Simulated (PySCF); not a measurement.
# H5Pb (Pb(H)5-): the cost of one run

Method: BP86, Pb def2-SVP with ECP60, H def2-SVP; scalar-relativistic core potentials, no spin–orbit coupling; program: PySCF 2.14.0.

3 further runs of the same task are left out: 2 for a known fault of the program, 1 that didn't finish.

**1. Starting geometry**

6 atoms, charge -1, spin multiplicity 1.

Bond lengths: Pb1–H2 1.979 Å, Pb1–H3 1.979 Å, Pb1–H4 1.873 Å, Pb1–H5 1.873 Å, Pb1–H6 1.873 Å. Angles: H2–Pb1–H3 180.0°, H2–Pb1–H4 90.0°, H2–Pb1–H5 90.0°, H2–Pb1–H6 90.0°, H3–Pb1–H4 90.0°, H3–Pb1–H5 90.0°, H3–Pb1–H6 90.0°, H4–Pb1–H5 120.0°, H4–Pb1–H6 120.0°, H5–Pb1–H6 120.0°.

As a file:

```
atom     x (Å)     y (Å)     z (Å)
 Pb1   0.00000   0.00000   0.00000
  H2   0.00000   0.00000   1.97931
  H3   0.00000   0.00000  -1.97931
  H4   1.87345  -0.00002   0.00000
  H5  -0.93671   1.62246   0.00000
  H6  -0.93674  -1.62244   0.00000
```

Formal oxidation states: Pb +4. An earlier session relaxed this geometry at BP86, Pb def2-SVP with ECP60, H def2-SVP (singlet, point group D3h).

Its energy there is -195.906140 Eh.

**2. Multiplicity 3 at the relaxed geometry**

run.py (the lines that set the calculation) reads:

```python
mol = gto.M(atom='''
Pb     0.00000     0.00000     0.00000
H      0.00000     0.00000     1.97931
H      0.00000     0.00000    -1.97931
H      1.87345    -0.00002     0.00000
H     -0.93671     1.62246     0.00000
H     -0.93674    -1.62244     0.00000''',
    basis={'Pb': 'def2-SVP', 'H': 'def2-SVP'},
    ecp={'Pb': 'def2-SVP'},
    charge=-1, spin=2)
mf = dft.UKS(mol, xc='B88,P86')
mf.grids.atom_grid = (50, 194)
mf = mf.density_fit()  # fitting sets: Pb def2-universal-JKFIT, H def2-universal-JKFIT
mf.conv_tol = 1e-08; mf.max_cycle = 55
mf.kernel(dm0)  # dm0: free metal ions and neutral atoms
```

Launch:

```console
> OMP_NUM_THREADS=2 python run.py
```

**Question.** How long does this run take on 2 threads of AMD EPYC 7R43 (Zen 3), shared host?

About 1.8 s.
